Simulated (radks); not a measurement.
**Dipole-allowed lines with 3 electrons: Cl¹⁴⁺, Ar¹⁵⁺, K¹⁶⁺, Ca¹⁷⁺, Sc¹⁸⁺, Ti¹⁹⁺**

One table from this session's results is given with a row withheld; the runs are named, their logs left out.

Method: non-relativistic Kohn-Sham, exchange-only LDA, spin-polarised, spherical densities, point nucleus; open shells are filled with parallel spins first. Code: radks (a radial shooting solver on a logarithmic mesh, Libxc functionals) version 1.

## The atom as given

* species: Cl¹⁴⁺ ([He] 2s1), Ar¹⁵⁺ ([He] 2s1), K¹⁶⁺ ([He] 2s1), Ca¹⁷⁺ ([He] 2s1), Sc¹⁸⁺ ([He] 2s1), Ti¹⁹⁺ ([He] 2s1)

Set-up of the first run:

The run's settings:

```text
Z 17
configuration [He] 2s1 2p0 3s0 3d0
relativity non-relativistic
functional lda,
spin polarised
nucleus point
response adiabatic LDA kernel, real frequencies
```

The run is started by

```sh
$ python run_ks.py task.json out
```

The same process makes all the runs of this session.

Steps of the session up to this table: Cl¹⁴⁺, [He] 2s1; Ar¹⁵⁺, [He] 2s1; K¹⁶⁺, [He] 2s1; Ca¹⁷⁺, [He] 2s1; Sc¹⁸⁺, [He] 2s1; Ti¹⁹⁺, [He] 2s1.

One table of the session follows, with a row left open; its other results are not shown here.

| species | −ε(HOMO) (eV) | first line (eV) | strongest line (eV) | static α (bohr³) |
| --- | --- | --- | --- | --- |
| Cl¹⁴⁺ | 778.92 | 31.491 | 457.73 | 0.06311 |
| Ar¹⁵⁺ | ? | ? | ? | ? |
| K¹⁶⁺ | 998.75 | 35.625 | 583.17 | 0.04357 |
| Ca¹⁷⁺ | 1118.9 | 37.691 | 651.56 | 0.03678 |
| Sc¹⁸⁺ | 1245.8 | 39.757 | 723.73 | 0.03133 |
| Ti¹⁹⁺ | 1379.5 | 41.823 | 799.69 | 0.02691 |

Q: Estimate the row for Ar¹⁵⁺ from the others.

As computed: −ε(HOMO) (eV): 885.43; first line (eV): 33.558; strongest line (eV): 518.56; static α (bohr³): 0.05214. In the column «−ε(HOMO) (eV)» it lies between Cl¹⁴⁺ (778.92) and K¹⁶⁺ (998.75).

In Cl¹⁴⁺ the response moves the first line 2.187 eV above the bare orbital gap, and the lines found carry 99 % of the static polarisability. Very weak lines can be missed, and lines above minus the highest eigenvalue dissolve into this model's continuum.
